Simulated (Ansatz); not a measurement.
# CH6GeS: ionisation energy by level of theory

How much energy removes an electron from CH6GeS at fixed geometry? The cation is run at each level and the neutral's energy taken from earlier runs.

The runs use Ansatz 0.2.0, Gaussian basis; unrestricted cation, the program's frozen cores in correlated methods.

Plan: UKS PBE-D4/def2-TZVPP; UKS r2SCAN-D4/def2-TZVPP; UKS PBE0-D4/def2-TZVPP; UKS B3LYP-D4/def2-TZVPP; UKS wB97X-V/def2-TZVPP; UKS wB97M-V/def2-TZVPP; UKS B2PLYP/def2-TZVPP; UHF-CCSD(T)/def2-TZVPP; UHF-MP2/def2-QZVPP; extrapolation to the limit; then −ε(HOMO) from the neutral's earlier runs with LDA (SPW92), PBE-D4, revPBE-D4, BLYP-D4, r2SCAN-D4, B97M-V, PBE0-D4, B3LYP-D4, r2SCANh-D4, r2SCAN0-D4, HSE06-D4, BHLYP-D4, CAM-B3LYP-D4, LC-ωPBE, ωB97X-V, ωB97M-V.

### 1 The relaxed structure

The geometry comes from an earlier relaxation with PBE0-D4 in a triple-zeta def2 set; it is a stationary point, not always the lowest conformer.

SMILES `[CH3][GeH2][SH]`, 9 atoms, charge 0, spin multiplicity 1.

Atoms are counted from 1 here; the program's logs count them from 0.

Bond lengths: C1–Ge2 1.945 Å, C1–H4 1.091 Å, C1–H5 1.090 Å, C1–H6 1.090 Å, Ge2–S3 2.231 Å, Ge2–H7 1.541 Å, Ge2–H8 1.541 Å, S3–H9 1.343 Å. Angles: Ge2–C1–H4 110.0°, Ge2–C1–H5 110.0°, Ge2–C1–H6 110.0°, H4–C1–H5 108.9°, H4–C1–H6 108.9°, H5–C1–H6 109.0°, C1–Ge2–S3 105.6°, C1–Ge2–H7 111.7°, C1–Ge2–H8 111.7°, S3–Ge2–H7 109.4°, S3–Ge2–H8 109.4°, H7–Ge2–H8 109.0°, Ge2–S3–H9 95.0°.

Geometry (Å):

```xyz
9
charge 0, multiplicity 1
C    -0.7529    0.8312   -0.8161
Ge    0.2742   -0.6034    0.0033
S     0.9039    0.1745    1.9972
H    -1.1003    0.5246   -1.8037
H    -0.1326    1.7217   -0.9214
H    -1.6177    1.0721   -0.1974
H     1.5236   -0.9548   -0.8266
H    -0.5755   -1.8741    0.1947
H     1.5659   -0.9382    2.3527
```

### 2 Cation, UKS PBE-D4/def2-TZVPP

in.yaml reads:

```yaml
crystal:
  periodic: [false, false, false]
  atoms:
    - {symbol: C, position_ang: [-0.752858, 0.831245, -0.816063]}
    - {symbol: Ge, position_ang: [0.274177, -0.603371, 0.003307]}
    - {symbol: S, position_ang: [0.903909, 0.174500, 1.997220]}
    - {symbol: H, position_ang: [-1.100255, 0.524606, -1.803680]}
    - {symbol: H, position_ang: [-0.132640, 1.721735, -0.921389]}
    - {symbol: H, position_ang: [-1.617683, 1.072107, -0.197352]}
    - {symbol: H, position_ang: [1.523570, -0.954802, -0.826625]}
    - {symbol: H, position_ang: [-0.575512, -1.874069, 0.194743]}
    - {symbol: H, position_ang: [1.565891, -0.938152, 2.352740]}
basis:
  gaussian: {orbitals: def2-TZVPP}
total_charge: 1
magnetization: {spin_polarized: true, initial_magnetization: 1}
hamiltonian: {xc: pbe, dispersion: d4}
```

Started as:

```sh
ansatz run in.yaml --threads 2 --pin off --events-out ev --progress --plain --max-ram 22528MiB --backend cpu
```

Standard output:

```text
Functional definition: PBE
  name "PBE"
  cite "Perdew, Burke & Ernzerhof, Phys. Rev. Lett. 77, 3865 (1996) doi:10.1103/PhysRevLett.77.3865"
  parent pbe
  parameter kappa = 0.804
  parameter beta = 0.06672455060314922
  exchange = pbe_x(kappa = kappa, mu = beta*pi^2/3)
  correlation = pbe_c(beta = beta)
1176 factors; their error is unknown
mean field evaluation 1: about -68451.3408 eV, gradient 5.7e1 eV
mean field evaluation 2: about -68402.1925 eV, gradient 9.0e1 eV
mean field evaluation 4: about -68462.3189 eV, gradient 2.2e1 eV
mean field evaluation 8: about -68465.8795 eV, gradient 3.2e-1 eV
mean field evaluation 16: about -68465.8585 eV, gradient 3.9e-4 eV
mean field evaluation 32: about -68465.5065 eV, gradient 6.8e0 eV
mean field -68465.85850927 eV, -2516.0738923900 hartree, gradient 3.7e-5 eV, S^2 0.754155; 5 other end points of the search recorded, 0 dependent functions left out
reference -68465.85854878 eV, -2516.0738938420 hartree; 30, 29 occupied and 175, 176 virtual orbitals, 1176 factors
Total energy: -68466.00273120 eV, -2516.0791924482 hartree
```

Run time: 6 s. Hardware: 2 threads of AMD EPYC 7R13, shared host; peak memory 0.4 GiB.

The neutral molecule at this level: -68475.2360 eV. Difference: 9.233 eV. ⟨S²⟩ = 0.754.

### 3 Cation, UKS r2SCAN-D4/def2-TZVPP

in.yaml, as its differences from that of step 2:

```diff
@@ -16,2 +16,2 @@
 magnetization: {spin_polarized: true, initial_magnetization: 1}
-hamiltonian: {xc: pbe, dispersion: d4}
+hamiltonian: {xc: r2scan, dispersion: d4}
```

Launched as before.

Standard output:

```text
Functional definition: r2SCAN
  name "r2SCAN"
  cite "Furness, Kaplan, Ning, Perdew & Sun, J. Phys. Chem. Lett. 11, 8208 (2020) doi:10.1021/acs.jpclett.0c02405"
  cite "Furness, Kaplan, Ning, Perdew & Sun, J. Phys. Chem. Lett. 11, 9248 (2020) doi:10.1021/acs.jpclett.0c03077"
  parent r2scan
  parameter k0 = 0.174
  parameter k1 = 0.065
  parameter a1 = 4.9479
  exchange = r2scan_x(k0 = k0, k1 = k1, a1 = a1)
  correlation = r2scan_c
1176 factors; their error is unknown
mean field evaluation 1: about -68467.2950 eV, gradient 5.1e1 eV
mean field evaluation 2: about -68436.1103 eV, gradient 7.4e1 eV
mean field evaluation 4: about -68478.2580 eV, gradient 1.1e1 eV
mean field evaluation 8: about -68479.1458 eV, gradient 2.5e-1 eV
mean field evaluation 16: about -68479.1256 eV, gradient 3.3e-3 eV
mean field -68479.12559364 eV, -2516.5614487478 hartree, gradient 7.0e-5 eV, S^2 0.758857; 2 other end points of the search recorded, 0 dependent functions left out
reference -68479.12560695 eV, -2516.5614492370 hartree; 30, 29 occupied and 175, 176 virtual orbitals, 1176 factors
Total energy: -68479.15900036 eV, -2516.5626764222 hartree
```

Run time: 9.5 s. Hardware: 2 threads of AMD EPYC 7R13, shared host; peak memory 0.42 GiB.

The neutral molecule at this level: -68488.4618 eV. Difference: 9.303 eV. ⟨S²⟩ = 0.759.

### 4 Cation, UKS PBE0-D4/def2-TZVPP

in.yaml, as its differences from that of step 3:

```diff
@@ -16,2 +16,2 @@
 magnetization: {spin_polarized: true, initial_magnetization: 1}
-hamiltonian: {xc: r2scan, dispersion: d4}
+hamiltonian: {xc: pbe0, dispersion: d4}
```

Launched as before.

Standard output:

```text
Functional definition: PBE0
  name "PBE0"
  cite "Adamo & Barone, J. Chem. Phys. 110, 6158 (1999) doi:10.1063/1.478522"
  cite "Perdew, Burke & Ernzerhof, Phys. Rev. Lett. 77, 3865 (1996) doi:10.1103/PhysRevLett.77.3865"
  parent pbe
  parameter a = 0.25
  parameter kappa = 0.804
  parameter beta = 0.06672455060314922
  exchange = (1 - a)*pbe_x(kappa = kappa, mu = beta*pi^2/3) + a*exact_x
  correlation = pbe_c(beta = beta)
1250 factors; their error is unknown
mean field evaluation 1: about -68458.6140 eV, gradient 4.6e1 eV
mean field evaluation 2: about -68444.0604 eV, gradient 5.8e1 eV
mean field evaluation 4: about -68467.9881 eV, gradient 6.1e0 eV
mean field evaluation 8: about -68468.1699 eV, gradient 1.7e-1 eV
mean field evaluation 16: about -68468.4438 eV, gradient 8.3e-4 eV
mean field -68468.44384664 eV, -2516.1689017858 hartree, gradient 7.4e-5 eV, S^2 0.756832; 0 other end points of the search recorded, 0 dependent functions left out
reference -68468.44387629 eV, -2516.1689028754 hartree; 30, 29 occupied and 175, 176 virtual orbitals, 1250 factors
Total energy: -68468.56587146 eV, -2516.1733861152 hartree
```

Run time: 6 s. Hardware: 2 threads of AMD EPYC 7R13, shared host; peak memory 0.72 GiB.

Less the neutral's -68477.9442 eV (earlier run), this gives 9.378 eV. ⟨S²⟩ = 0.757.

### 5 Cation, UKS B3LYP-D4/def2-TZVPP

in.yaml, as its differences from that of step 4:

```diff
@@ -16,2 +16,2 @@
 magnetization: {spin_polarized: true, initial_magnetization: 1}
-hamiltonian: {xc: pbe0, dispersion: d4}
+hamiltonian: {xc: {name: B3LYP}, dispersion: d4}
```

Launched as before.

Standard output (excerpt; [...] marks lines left out):

```text
Functional definition: B3LYP
  name "B3LYP"
  cite "Stephens, Devlin, Chabalowski & Frisch, J. Phys. Chem. 98, 11623 (1994) doi:10.1021/j100096a001"
  cite "Becke, Phys. Rev. A 38, 3098 (1988) doi:10.1103/PhysRevA.38.3098"
  cite "Lee, Yang & Parr, Phys. Rev. B 37, 785 (1988) doi:10.1103/PhysRevB.37.785"
  cite "Vosko, Wilk & Nusair, Can. J. Phys. 58, 1200 (1980) doi:10.1139/p80-159"
[...]
1219 factors; their error is unknown
[...]
mean field -68482.69345018 eV, -2516.6925650574 hartree, gradient 1.6e-5 eV, S^2 0.755623; 2 other end points of the search recorded, 0 dependent functions left out
reference -68482.69371036 eV, -2516.6925746188 hartree; 30, 29 occupied and 175, 176 virtual orbitals, 1219 factors
Total energy: -68482.92868035 eV, -2516.7012096065 hartree
```

It took 6.5 s on 2 threads of AMD EPYC 7R13, shared host; peak memory 0.72 GiB.

The neutral molecule at this level: -68492.3518 eV. Difference: 9.423 eV. ⟨S²⟩ = 0.756.

### 6 Cation, UKS wB97X-V/def2-TZVPP

in.yaml, as its differences from that of step 5:

```diff
@@ -16,2 +16,2 @@
 magnetization: {spin_polarized: true, initial_magnetization: 1}
-hamiltonian: {xc: {name: B3LYP}, dispersion: d4}
+hamiltonian: {xc: {name: wB97X-V}}
```

Launched as before.

Standard output (excerpt; [...] marks lines left out):

```text
Functional definition: wB97X-V
  name "wB97X-V"
  cite "Mardirossian & Head-Gordon, Phys. Chem. Chem. Phys. 16, 9904 (2014) doi:10.1039/C3CP54374A"
  cite "Becke, J. Chem. Phys. 107, 8554 (1997) doi:10.1063/1.475007"
  cite "Vydrov & Van Voorhis, J. Chem. Phys. 133, 244103 (2010) doi:10.1063/1.3521275"
[...]
      + integral(e_c_pw_opposite_spin*poly(b97_u_opposite, cos0, cos1)) + vv10(b, c)
1214 factors; their error is unknown
270 factors; integrals over basis functions are off by at most 1.0e-5 eV
[...]
mean field -68473.53039353 eV, -2516.3558289364 hartree, gradient 2.5e-5 eV, S^2 0.755332; 2 other end points of the search recorded, 0 dependent functions left out
reference -68473.53039171 eV, -2516.3558288696 hartree; 30, 29 occupied and 175, 176 virtual orbitals, 1214 factors
Total energy: -68473.53039171 eV, -2516.3558288696 hartree
```

It took 15 s on 2 threads of AMD EPYC 7R13, shared host; peak memory 0.92 GiB.

The neutral molecule at this level: -68483.0333 eV. Difference: 9.503 eV. ⟨S²⟩ = 0.755.

### 7 Cation, UKS wB97M-V/def2-TZVPP

in.yaml, as its differences from that of step 6:

```diff
@@ -16,2 +16,2 @@
 magnetization: {spin_polarized: true, initial_magnetization: 1}
-hamiltonian: {xc: {name: wB97X-V}}
+hamiltonian: {xc: {name: wB97M-V}}
```

Same command.

Standard output (excerpt; [...] marks lines left out):

```text
Functional definition: wB97M-V
  name "wB97M-V"
  cite "Mardirossian & Head-Gordon, J. Chem. Phys. 144, 214110 (2016) doi:10.1063/1.4952647"
  cite "Becke, J. Chem. Phys. 107, 8554 (1997) doi:10.1063/1.475007"
  cite "Vydrov & Van Voorhis, J. Chem. Phys. 133, 244103 (2010) doi:10.1063/1.3521275"
  # Of w^i u^j: cxij and so on, Table III.
[...]
  gx(w, u) = 1 - cx + cx01*u + cx10*w
  gss(w, u) = css00 + css04*u^4 + css10*w + css20*w^2 + css43*w^4*u^3
  gos(w, u) = cos00 + cos10*w + (cos20 + cos21*u)*w^2 + (cos60 + cos61*u)*w^6
[...]
      + integral(e_c_pw_mod_opposite_spin*gos(b97_w_opposite, b97_u_opposite)) + vv10(b, c)
1211 factors; their error is unknown
270 factors; integrals over basis functions are off by at most 1.0e-5 eV
[...]
mean field -68475.85905092 eV, -2516.4414055172 hartree, gradient 7.2e-5 eV, S^2 0.754050; 2 other end points of the search recorded, 0 dependent functions left out
reference -68475.85909740 eV, -2516.4414072250 hartree; 30, 29 occupied and 175, 176 virtual orbitals, 1211 factors
Total energy: -68475.85909740 eV, -2516.4414072250 hartree
```

Wall time 16 s (2 threads of AMD EPYC 7R13, shared host); peak memory 0.97 GiB.

Less the neutral's -68485.3448 eV (earlier run), this gives 9.486 eV. ⟨S²⟩ = 0.754.

### 8 Cation, UKS B2PLYP (frozen core)/def2-TZVPP

in.yaml, as its differences from that of step 7:

```diff
@@ -16,2 +16,2 @@
 magnetization: {spin_polarized: true, initial_magnetization: 1}
-hamiltonian: {xc: {name: wB97M-V}}
+hamiltonian: {xc: {name: B2PLYP}}
```

Launched as before.

Standard output (excerpt; [...] marks lines left out):

```text
Functional definition: B2PLYP
  name "B2PLYP"
  cite "Grimme, J. Chem. Phys. 124, 034108 (2006) doi:10.1063/1.2148954"
  cite "Becke, Phys. Rev. A 38, 3098 (1988) doi:10.1103/PhysRevA.38.3098"
  cite "Lee, Yang & Parr, Phys. Rev. B 37, 785 (1988) doi:10.1103/PhysRevB.37.785"
[...]
1193 factors; integrals over basis functions are off by at most 9.0e-4 eV
[...]
mean field -68460.80636091 eV, -2515.8882293622 hartree, gradient 3.6e-6 eV, S^2 0.758940; 1 other end points of the search recorded, 0 dependent functions left out
15 core orbitals not correlated: weight in the atoms' cores, before any rotation towards them, 1.000 or more for the frozen orbitals, at most 0.000 for the correlated occupied ones
reference -68460.80652664 eV, -2515.8882354527 hartree; 15, 14 occupied and 175, 176 virtual orbitals, 1193 factors
second order -19.44339468 eV of doubles, -0.00000000 eV of singles
Total energy: -68466.05624320 eV, -2516.0811589780 hartree
```

It took 11 s on 2 threads of AMD EPYC 7R13, shared host; peak memory 0.73 GiB.

Less the neutral's -68475.4597 eV (earlier run), this gives 9.403 eV. ⟨S²⟩ = 0.759.

### 9 Cation, UHF-CCSD(T)/def2-TZVPP

in.yaml, as its differences from that of step 8:

```diff
@@ -16,2 +16,3 @@
 magnetization: {spin_polarized: true, initial_magnetization: 1}
-hamiltonian: {xc: {name: B2PLYP}}
+correlation: {method: ccsd_t}
+scf: {omitted_lower_state_checks: [cluster_reference]}
```

Started as:

```sh
ansatz run in.yaml --threads 2 --pin off --events-out ev --progress --plain --max-ram 22528MiB --backend cuda --devices 0, --max-vram 18GiB
```

Standard output (excerpt; [...] marks lines left out):

```text
Functional definition: HF
  name "HF"
  cite "Fock, Z. Phys. 61, 126 (1930) doi:10.1007/BF01340294"
  parent pbe
[...]
1193 factors; integrals over basis functions are off by at most 9.0e-4 eV
[...]
mean field -68409.62763163 eV, -2514.0074457512 hartree, gradient 3.9e-6 eV, S^2 0.765815; 2 other end points of the search recorded, 0 dependent functions left out
15 core orbitals not correlated: weight in the atoms' cores, before any rotation towards them, 1.000 or more for the frozen orbitals, at most 0.000 for the correlated occupied ones
reference -68409.62763163 eV, -2514.0074457512 hartree; 15, 14 occupied and 175, 176 virtual orbitals, 1193 factors
second order -15.83759757 eV of doubles, -0.00000000 eV of singles
cycle   1  -16.47378693 eV  change   -6.4e-1 eV  update   9.6e-2
[...]
cycle  11  -17.09078959 eV  change   -1.3e-5 eV  update   2.9e-5
perturbative correction -0.64519913 eV, -0.0237106307 hartree
Total energy: -68427.36362034 eV, -2514.6592313147 hartree
Checks for a lower state left out: cluster_reference
```

Run time: 4.8 s. Hardware: 1 × H100 (card shared with other runs) with 2 threads of AMD EPYC 7R13, shared host; peak host memory 0.85 GiB.

The neutral molecule at this level: -68436.8202 eV. Difference: 9.457 eV. ⟨S²⟩ = 0.766. T1 = 0.016 (report).

### 10 Cation, UHF-MP2/def2-QZVPP

in.yaml, as its differences from that of step 9:

```diff
@@ -13,6 +13,6 @@
 basis:
-  gaussian: {orbitals: def2-TZVPP}
+  gaussian: {orbitals: "def2-QZVPP.json"}
 total_charge: 1
 magnetization: {spin_polarized: true, initial_magnetization: 1}
-correlation: {method: ccsd_t}
+correlation: {method: mp2}
 scf: {omitted_lower_state_checks: [cluster_reference]}
```

The command is unchanged.

Standard output (excerpt; [...] marks lines left out):

```text
Functional definition: HF
  name "HF"
  cite "Fock, Z. Phys. 61, 126 (1930) doi:10.1007/BF01340294"
  parent pbe
[...]
2406 factors; integrals over basis functions are off by at most 9.1e-4 eV
[...]
mean field -68411.14784007 eV, -2514.0633123809 hartree, gradient 8.8e-6 eV, S^2 0.766172; 2 other end points of the search recorded, 0 dependent functions left out
15 core orbitals not correlated: weight in the atoms' cores, before any rotation towards them, 1.000 or more for the frozen orbitals, at most 0.000 for the correlated occupied ones
reference -68411.14784007 eV, -2514.0633123809 hartree; 15, 14 occupied and 366, 367 virtual orbitals, 2406 factors
second order -23.65429778 eV of doubles, -0.00000000 eV of singles
Total energy: -68434.80213784 eV, -2514.9325917908 hartree
Checks for a lower state left out: cluster_reference
```

Run time: 4.7 s. Hardware: 1 × H100 (card shared with other runs) with 2 threads of AMD EPYC 7R13, shared host; peak host memory 0.96 GiB.

### 11 The basis-set limit

No new run: Hartree-Fock is extrapolated as exp(−7.88√X) and correlation as X^−2.97, with X = 3 and 4; only MP2 was run in the larger set, so CCSD(T) minus MP2 is added from the smaller one.

| level | energy at the limit (eV) |
| --- | --- |
| HF | -68411.3572 |
| MP2 | -68440.8017 |
| CCSD | -68442.0549 |
| CCSD(T) | -68442.7001 |

This is no true limit for total energies: MP2 correlation changes by a factor of 1.49 from triple to quadruple zeta (about 1.07 in light molecules), because outer-core shells are correlated in sets not made for them. Much of that cancels between molecule and atoms or ions.

The neutral's limit, from its own earlier runs, is -68452.3058 eV in the additive form (MP2 limit plus CCSD(T) minus MP2 in triple zeta), in which the cation has -68442.7001 eV.

### 12 The ladder

Differences are taken before rounding.

| method | ionisation energy (eV) | from CCSD(T)/CBS (eV) | time |
| --- | --- | --- | --- |
| PBE-D4 | 9.23 | -0.37 | 8.1 s |
| r2SCAN-D4 | 9.30 | -0.30 | 14 s |
| PBE0-D4 | 9.38 | -0.23 | 8.8 s |
| B3LYP-D4 | 9.42 | -0.18 | 10 s |
| ωB97X-V | 9.50 | -0.10 | 22 s |
| ωB97M-V | 9.49 | -0.12 | 26 s |
| B2PLYP | 9.40 | -0.20 | 15 s |
| HF/def2-TZVPP | 8.43 | -1.17 |  |
| MP2/def2-TZVPP | 9.55 | -0.05 |  |
| CCSD/def2-TZVPP | 9.40 | -0.21 |  |
| CCSD(T)/def2-TZVPP | 9.46 | -0.15 | 10 s (GPU) |
| CCSD(T)/CBS | 9.61 | 0 | 33 s (GPU) |

Some runs used a GPU and others CPU threads alone; cost is compared among the CPU runs only.

Among the levels timed on like hardware, those that no quicker one beats, quickest first: PBE-D4 (8.1 s, -0.37 eV); PBE0-D4 (8.8 s, -0.23 eV); B3LYP-D4 (10 s, -0.18 eV); ωB97X-V (22 s, -0.10 eV).

Times add the cation's run and the neutral's; HF, MP2 and CCSD come out of the CCSD(T) runs.

For comparison, −ε(HOMO) of the neutral from earlier runs:

| functional | −ε(HOMO) (eV) | by energy difference (eV) |
| --- | --- | --- |
| LDA (SPW92) | 5.99 |  |
| PBE-D4 | 5.90 | 9.23 |
| revPBE-D4 | 5.86 |  |
| BLYP-D4 | 5.74 |  |
| r2SCAN-D4 | 6.19 | 9.30 |
| B97M-V | 6.29 |  |
| PBE0-D4 | 7.14 | 9.38 |
| B3LYP-D4 | 6.89 | 9.42 |
| r2SCANh-D4 | 6.64 |  |
| r2SCAN0-D4 | 7.33 |  |
| HSE06-D4 | 6.74 |  |
| BHLYP-D4 | 8.24 |  |
| CAM-B3LYP-D4 | 8.47 |  |
| LC-ωPBE | 9.88 |  |
| ωB97X-V | 9.52 | 9.50 |
| ωB97M-V | 9.35 | 9.49 |

### 13 Results

```
                        quantity               value
  ionisation energy, CCSD(T)/CBS             9.61 eV
nearest functional by difference  ωB97X-V (-0.10 eV)
                nearest −ε(HOMO)  ωB97X-V (-0.09 eV)
                 −ε(HOMO) of PBE             5.90 eV
                T1 of the cation               0.016
```

What this shows: By cation minus neutral, the functionals miss by 0.37 eV at most. −ε(HOMO) of PBE misses by 3.7 eV, since self-interaction lifts the level. Among orbital estimates ωB97X-V comes nearest. Hartree-Fock falls 1.17 eV short, as the neutral has more correlation energy than the cation. The cation may have settled in a state other than its lowest; no search over hole states beyond the program's own was made. Correlated methods include outer-core shells of Ge, which these sets cover unevenly. With outer-core shells in play the reference is unsure by up to some tenths of an eV, so close misses can't be ranked.

ωB97X-V reaches 0.10 eV from the reference in 22 s; the quickest level in the cost chart, PBE-D4, takes 8.1 s and misses by 0.37 eV.
